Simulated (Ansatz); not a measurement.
# H15C2NO6: the cost of one run

All numbers below are computed with Ansatz 0.2.0 (DFT PBE+D3(BJ), plane waves, PAW, scalar-relativistic, no spin polarisation).

## 1. The structure to begin with

The cell holds 24 atoms (C2H15NO6): a = 7.028 Å, b = 7.028 Å, c = 7.028 Å, α = 90.00°, β = 90.00°, γ = 90.00°.

Its coordinates follow in the input file.

## 2. Relaxing the start

The input, input.yaml:

```yaml
crystal:
  lattice:
    - [7.027781, 0.0, 0.0]
    - [0.0, 7.027781, 0.0]
    - [0.0, 0.0, 7.027781]
  atoms:
    - { symbol: O, position: [0.1212548, 0.4576657, 0.8443286] }
    - { symbol: H, position: [0.1291332, 0.5393846, 0.73363] }
    - { symbol: H, position: [0.0944125, 0.3330513, 0.7919364] }
    - { symbol: O, position: [0.9105777, 0.6933503, 0.3179348] }
    - { symbol: H, position: [0.9051129, 0.712653, 0.1815832] }
    - { symbol: H, position: [0.8059694, 0.6073873, 0.3436581] }
    - { symbol: O, position: [0.2467556, 0.1557387, 0.5164881] }
    - { symbol: H, position: [0.2273845, 0.2912802, 0.5322195] }
    - { symbol: H, position: [0.1673198, 0.1229911, 0.4087302] }
    - { symbol: O, position: [0.5594867, 0.0203609, 0.6661242] }
    - { symbol: H, position: [0.5416909, 0.1322752, 0.587685] }
    - { symbol: H, position: [0.5214174, -0.0839595, 0.5845019] }
    - { symbol: O, position: [0.1057054, 0.868761, 0.9236408] }
    - { symbol: H, position: [0.0931245, 0.9623423, 0.8232492] }
    - { symbol: H, position: [0.0964034, 0.7479534, 0.8579656] }
    - { symbol: O, position: [0.5978656, 0.4201114, 0.2429035] }
    - { symbol: H, position: [0.7296772, 0.4117688, 0.2035294] }
    - { symbol: H, position: [0.5701926, 0.5550481, 0.2383761] }
    - { symbol: C, position: [0.7643251, 0.0497505, 0.3525318] }
    - { symbol: C, position: [0.5760005, -0.0125667, 0.2904289] }
    - { symbol: "N", position: [0.4240918, -0.0628338, 0.2403348] }
    - { symbol: H, position: [0.7980511, -0.0119832, 0.4910129] }
    - { symbol: H, position: [0.8719916, 0.0047116, 0.2500382] }
    - { symbol: H, position: [0.768136, 0.2045713, 0.3644272] }
basis:
  ecutwfc: 420.0
kpoints:
  mp_grid: { grid: [1, 1, 1] }
hamiltonian:
  xc: pbe
  dispersion: d3bj
scf:
  occupations: { method: fermi_dirac, width: 0.05 }
  lower_state_search: "off"
relax:
  f_tol: 0.3
  max_steps: 15
  adjacent_minimum: "off"
```

Command:

```bash
$ ansatz run input.yaml --threads 1 --pin off --max-ram 3072MiB --backend cpu --events-out ev --progress --plain --runs-dir out
```

**Question.** How long does this run take on 1 thread of Intel Xeon 6975P-C (Granite Rapids), shared host, and how much memory does it need?

About 17 s, with a peak of 0.44 GiB.
